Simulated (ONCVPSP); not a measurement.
**An ONCV potential for Tm, from input to tests**

Task: generate the file, and judge it by its errors in other configurations, its logarithmic derivatives, its ghosts and its cutoff.

The numbers are computed with ONCVPSP 4.0.1 (PBE, scalar-relativistic, spin-unpolarised reference atom).

### 1 Settings

The settings as typed:

| Item | Value |
| --- | --- |
| element | thulium (Tm, Z = 69) |
| type | optimised norm-conserving Vanderbilt (ONCV) |
| frozen core | [Kr] 4d10 |
| valence charge | 23 |
| reference configuration | 4f13 5s2 5p6 6s1.75 6p0.25 |
| partial waves | 5s+6s: rc 2.20 bohr, ncon 3, nbas 7, qcut 4.3 1/bohr, 2 projectors; 5p+6p: rc 2.85 bohr, ncon 3, nbas 6, qcut 4.6 1/bohr, 2 projectors; d scattering state at 0.25 Ha: rc 2.80 bohr, ncon 5, nbas 8, qcut 3.1 1/bohr, 2 projectors, debl 1.8 Ha; 4f: rc 1.10 bohr, ncon 4, nbas 8, qcut 18.8 1/bohr, 2 projectors, debl 2.9 Ha |
| local potential | polynomial inside 0.85 bohr (lpopt 5, dvloc0 0 Ha) |
| core correction | Teter function, fcfact 3.75, rcfact 1.35 |

The nodes and maxima of the atom's own shells, from an earlier all-electron run, set the scale for the radii.

All-electron outer shells of the reference configuration (PBE, scalar-relativistic, ld1.x):

| shell | level (eV) | outermost node (bohr) | outermost maximum (bohr) |
| --- | --- | --- | --- |
| 4d | -172.01 | 0.24 | 0.50 |
| 5s | -53.79 | 0.59 | 1.10 |
| 5p | -27.32 | 0.63 | 1.26 |
| 6s | -4.11 | 1.49 | 3.29 |
| 4f | -3.50 | – | 0.50 |
| 6p | -1.31 | 1.84 | 4.67 |
| 5d | -1.07 | 0.72 | 2.10 |

### 2 Generation

Tm.dat

```
# ATOM AND REFERENCE CONFIGURATION
# atsym  z   nc   nv     iexc    psfile
  Tm 69.00    9    5        4      upf
#
#   n    l    f
    1    0    2.00
    2    0    2.00
    2    1    6.00
    3    0    2.00
    3    1    6.00
    3    2   10.00
    4    0    2.00
    4    1    6.00
    4    2   10.00
    4    3   13.00
    5    0    2.00
    5    1    6.00
    6    0    1.75
    6    1    0.25
#
# PSEUDOPOTENTIAL AND OPTIMIZATION
# lmax
    3
#
#   l,   rc,      ep,       ncon, nbas, qcut
    0    2.20    0.00    3    7    4.30
    1    2.85    0.00    3    6    4.60
    2    2.80    0.25    5    8    3.10
    3    1.10    0.00    4    8   18.80
#
# LOCAL POTENTIAL
# lloc, lpopt,  rc(5),   dvloc0
    4    5    0.85    0.00
#
# VANDERBILT-KLEINMAN-BYLANDER PROJECTORs
# l, nproj, debl
    0    2    1.50
    1    2    3.30
    2    2    1.80
    3    2    2.90
#
# MODEL CORE CHARGE
# icmod, fcfact, rcfact
    3    3.75    1.35
#
# LOG DERIVATIVE ANALYSIS
# epsh1, epsh2, depsh
   -3.00    5.00    0.02
#
# OUTPUT GRID
# rlmax, drl
    6.00    0.01
#
# TEST CONFIGURATIONS
# ncnf
    4
# nvcnf
#   n    l    f
    5
    4    3   13.00
    5    0    2.00
    5    1    6.00
    6    0    2.00
    6    1    0.00
#
    5
    4    3   13.00
    5    0    2.00
    5    1    6.00
    6    0    1.00
    6    1    0.00
#
    5
    4    3   13.00
    5    0    2.00
    5    1    6.00
    6    0    0.00
    6    1    0.00
#
    5
    4    3   14.00
    5    0    2.00
    5    1    6.00
    6    0    0.00
    6    1    0.00
#
```

Command:

```
oncvpsp.x < Tm.dat > Tm.out
```

**Question.** What will these runs give? Wanted: cutoffs for 1 and 0.1 mHa per electron, occupied waves; bound ghosts; GHOST(+) flags; largest phase difference near zero energy, channels read; rms error of d²Exc/dn², without and with the model core; projector energies reset by the program.

As calculated:

```
                                                quantity                             value
  cutoffs for 1 and 0.1 mHa per electron, occupied waves                 131 Ha and 150 Ha
                                            bound ghosts  s at -199.02 eV, p at -228.23 eV
                                          GHOST(+) flags                       d at 108 eV
largest phase difference near zero energy, channels read                         0.002 rad
 rms error of d²Exc/dn², without and with the model core                 4.59 and 2.56 mHa
                 projector energies reset by the program               d: -0.039, 1.761 Ha
```

What this shows: A bound ghost (s, p) makes it unfit for use: electrons can fall into a state that the atom doesn't have. It counts as very hard, with 131 Ha needed at the looser tolerance. At the looser tolerance the 4f wave is the slowest; 5p needs 7 Ha. Near zero energy the phases of the channels with partial waves agree within 0.002 rad. The program also flags highly localised states, GHOST(+) (d).
